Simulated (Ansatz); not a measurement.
**CH4FSSi radical: one species, many methods**

The task here is to estimate one member of a computed series from the others.

Program: Ansatz 0.2.0, Gaussian basis. Level of theory: functionals in def2-TZVPP, the program's frozen cores in correlated methods. These are calculated values, not measurements.

The runs, in order: LDA (SPW92), PBE-D4, revPBE-D4, BLYP-D4, r2SCAN-D4, B97M-V, PBE0-D4, B3LYP-D4, r2SCANh-D4, r2SCAN0-D4, HSE06-D4, BHLYP-D4, CAM-B3LYP-D4, LC-ωPBE, ωB97X-V, ωB97M-V, B2PLYP, PBE-QIDH; CCSD(T)/def2-SVP; CCSD(T)/def2-TZVPP; MP2/def2-QZVPP; extrapolation to the limit; RPA on PBE.

## Structure used throughout

An earlier PBE0-D4 in a triple-zeta def2 set relaxation fixed the geometry.

SMILES `C[SiH](F)[S]`, 8 atoms, charge 0, spin multiplicity 2.

Atoms are counted from 1 here; the program's logs count them from 0.

Bond lengths: C1–Si2 1.856 Å, C1–H5 1.093 Å, C1–H6 1.091 Å, C1–H7 1.092 Å, Si2–F3 1.600 Å, Si2–S4 2.109 Å, Si2–H8 1.485 Å. Angles: Si2–C1–H5 109.4°, Si2–C1–H6 110.6°, Si2–C1–H7 110.8°, H5–C1–H6 109.0°, H5–C1–H7 108.3°, H6–C1–H7 108.7°, C1–Si2–F3 107.9°, C1–Si2–S4 110.2°, C1–Si2–H8 114.1°, F3–Si2–S4 112.3°, F3–Si2–H8 106.5°, S4–Si2–H8 105.8°.

Set-up of the first run:

in.yaml

```yaml
crystal:
  periodic: [false, false, false]
  atoms:
    - {symbol: C, position_ang: [-0.292596, 0.953989, 0.119725]}
    - {symbol: Si, position_ang: [0.367940, -0.765554, -0.104277]}
    - {symbol: F, position_ang: [1.031314, -1.222946, 1.278383]}
    - {symbol: S, position_ang: [-1.176588, -2.062843, -0.719692]}
    - {symbol: H, position_ang: [0.506102, 1.604257, 0.485536]}
    - {symbol: H, position_ang: [-0.666220, 1.348939, -0.826484]}
    - {symbol: H, position_ang: [-1.105631, 0.965766, 0.848495]}
    - {symbol: H, position_ang: [1.427878, -0.878708, -1.137486]}
basis:
  gaussian: {orbitals: def2-TZVPP}
magnetization: {spin_polarized: true, initial_magnetization: 1}
hamiltonian: {xc: lda}
output: {orbitals: {seedname: orbitals}}
```

Run with:

```
$ ansatz run in.yaml --threads 4 --pin off --events-out ev --progress --plain --max-ram 10444MiB
```

Steps of the session up to this table: LDA; PBE-D4 (GGA); revPBE-D4 (GGA); BLYP-D4 (GGA); r2SCAN-D4 (meta-GGA); B97M-V (meta-GGA); PBE0-D4 (hybrid); B3LYP-D4 (hybrid); r2SCANh-D4 (hybrid); r2SCAN0-D4 (hybrid); HSE06-D4 (hybrid); BHLYP-D4 (hybrid); CAM-B3LYP-D4 (range-separated); LC-ωPBE (range-separated); ωB97X-V (range-separated); ωB97M-V (range-separated); B2PLYP (double hybrid); PBE-QIDH (double hybrid).

One table of the session follows, with a row left open; its other results are not shown here.

It belongs to the step «Orbital energies across the functionals». 

```
  functional  HOMO (eV)  LUMO (eV)  gap (eV)
 LDA (SPW92)      -6.43      -6.21      0.22
      PBE-D4      -6.36      -5.80      0.56
   revPBE-D4      -6.32      -5.69      0.63
     BLYP-D4      -6.20      -5.75      0.46
   r2SCAN-D4      -6.69      -5.46      1.22
      B97M-V      -6.74      -5.65      1.09
     PBE0-D4      -7.67      -4.70      2.97
    B3LYP-D4      -7.41      -5.07      2.34
  r2SCANh-D4      -7.16      -5.06      2.11
  r2SCAN0-D4      -7.87      -4.44      3.43
    HSE06-D4      -7.26      -5.09      2.17
    BHLYP-D4      -8.80      -3.57      5.23
CAM-B3LYP-D4          ?          ?         ?
     LC-ωPBE     -10.50      -2.12      8.38
     ωB97X-V     -10.10      -2.61      7.49
     ωB97M-V      -9.89      -2.72      7.17
```

**Question.** Estimate the row for CAM-B3LYP-D4.

As computed: HOMO (eV): -9.04; LUMO (eV): -3.58; gap (eV): 5.46. In the column «HOMO (eV)» it lies between ωB97M-V (-9.89) and BHLYP-D4 (-8.80).
